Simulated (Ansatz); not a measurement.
What does this script print? It uses the Python package of Ansatz (0.2.0).

`ch2fi_relaxed_scan.py`
```python
# -*- coding: utf-8 -*-
import warnings

import ansatz as az
import numpy as np

warnings.simplefilter("ignore", az.DeckWarning)

geometry_ang = [
    ("F", [1.179, 0.6784, -0.1885]),
    ("C", [0.093, -0.1131, 0.0973]),
    ("I", [-1.659, 0.595, -0.8833]),
    ("H", [0.4499, -1.104, -0.235]),
    ("H", [-0.0129, -0.1299, 1.1681]),
]
mol = az.Crystal.molecule()
for symbol, xyz in geometry_ang:
    mol = mol.atom(symbol, xyz)

job = (
    mol.calculation()
    .basis(gaussian="def2-SVP")
    .functional("pbe", dispersion="d4")
)
symbols = [site.symbol for site in mol.cartesian_sites]
pairs = [(0, 1), (1, 2), (1, 3), (1, 4)]
print("held (A)   E (eV)        ", "  ".join(f"{symbols[i]}{i}-{symbols[j]}{j}" for i, j in pairs))
for length in [1.26, 1.37, 1.48, 1.65, 1.85]:
    r = job.relax(constraints=[az.DistanceConstraint((0, 1), at=length)], force_tolerance=0.02, max_steps=60).run(threads=1).report
    xyz = np.array(r["positions_ang"])
    print(f"{length:6.2f} {r['free_energy_ev']:14.5f}  ", "  ".join(f"{np.linalg.norm(xyz[i] - xyz[j]):.3f}" for i, j in pairs))
```

`python ch2fi_relaxed_scan.py` gives:
```text
held (A)   E (eV)         F0-C1  C1-I2  C1-H3  C1-H4
  1.26   -11879.48167   1.260  2.234  1.111  1.111
  1.37   -11879.65287   1.370  2.191  1.107  1.107
  1.48   -11879.44393   1.480  2.157  1.104  1.104
  1.65   -11878.82831   1.650  2.117  1.102  1.102
  1.85   -11878.02407   1.850  2.079  1.100  1.100
```

Total energies depend on the basis set; only differences at equal settings carry meaning. The energies are electronic: no zero-point or thermal terms, and the basis set is short of its limit. def2 sets replace the cores of elements past krypton by effective core potentials. The script silences the warnings on its input, which a real study should read. The whole script took 47 s on 1 thread of Arm Neoverse V1, on a shared host, peak memory 0.2 GiB.
